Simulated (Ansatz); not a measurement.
## CH5BO2S, SMILES OCOBS: energies of removing a hydrogen

Program: Ansatz's Python interface.

`run_bde.py`
```python
"""Cost of removing each kind of hydrogen from CH5BO2S, fragments frozen."""

import ansatz as az


def total_energy(molecule, charge=0, unpaired=0):
    calc = (
        molecule.calculation()
        .basis(gaussian="6-31G*")
        .functional("pbe0")
        .accuracy("medium")
    )
    if charge:
        calc = calc.charge(charge)
    if unpaired:
        calc = calc.spin("collinear", total=unpaired)
    return calc.run(threads=1, backend="cpu").report["free_energy_ev"]

def without(molecule, index):
    rest = az.Crystal.molecule()
    for i, site in enumerate(molecule.cartesian_sites):
        if i != index:
            rest = rest.atom(site.symbol, site.position_ang)
    return rest

mol = (
    az.Crystal.molecule()
    .atom("O", (-2.1401, 0.6406, -0.2629))
    .atom("C", (-0.9777, -0.0129, -0.2766))
    .atom("O", (0.0548, 0.9139, -0.3965))
    .atom("B", (1.4346, 0.1825, -0.3971))
    .atom("S", (2.2851, -0.1527, 1.199))
    .atom("H", (-2.2112, 1.223, 0.5683))
    .atom("H", (-0.8746, -0.6092, 0.6678))
    .atom("H", (-0.9474, -0.6873, -1.1548))
    .atom("H", (1.8284, -0.1737, -1.3757))
    .atom("H", (1.6312, -1.3754, 1.4316))
)

whole = total_energy(mol, 0)
hydrogen = total_energy(az.Crystal.molecule().atom("H", (0, 0, 0)), 0, 1)
print(f"E(molecule) = {whole:.5f} eV, E(H) = {hydrogen:.5f} eV")
for index in [5, 7, 8]:
    radical = total_energy(without(mol, index), 0, 1)
    print(f"H{index}: homolysis {96.485332 * (radical + hydrogen - whole):.1f} kJ/mol")
```

Running `python run_bde.py` prints:
```text
E(molecule) = -16712.65654 eV, E(H) = -13.58146 eV
H5: homolysis 418.4 kJ/mol
H7: homolysis 422.4 kJ/mol
H8: homolysis 427.5 kJ/mol
```

What to keep in mind:
- These settings explore the input space; basis and method may be short of convergence.
- The geometry is a force-field or estimated start, not a minimum of this method, and the basis set is short of its limit. All parts are taken at fixed geometry, without zero-point energy.
- The whole script took 23 s on 1 thread of Intel(R) Xeon(R) Platinum 8259CL CPU @ 2.50GHz (Skylake/Cascade Lake) (shared host), peak memory 0.29 GiB.

(Lines on the test bed's own set-up are left out of the output.)
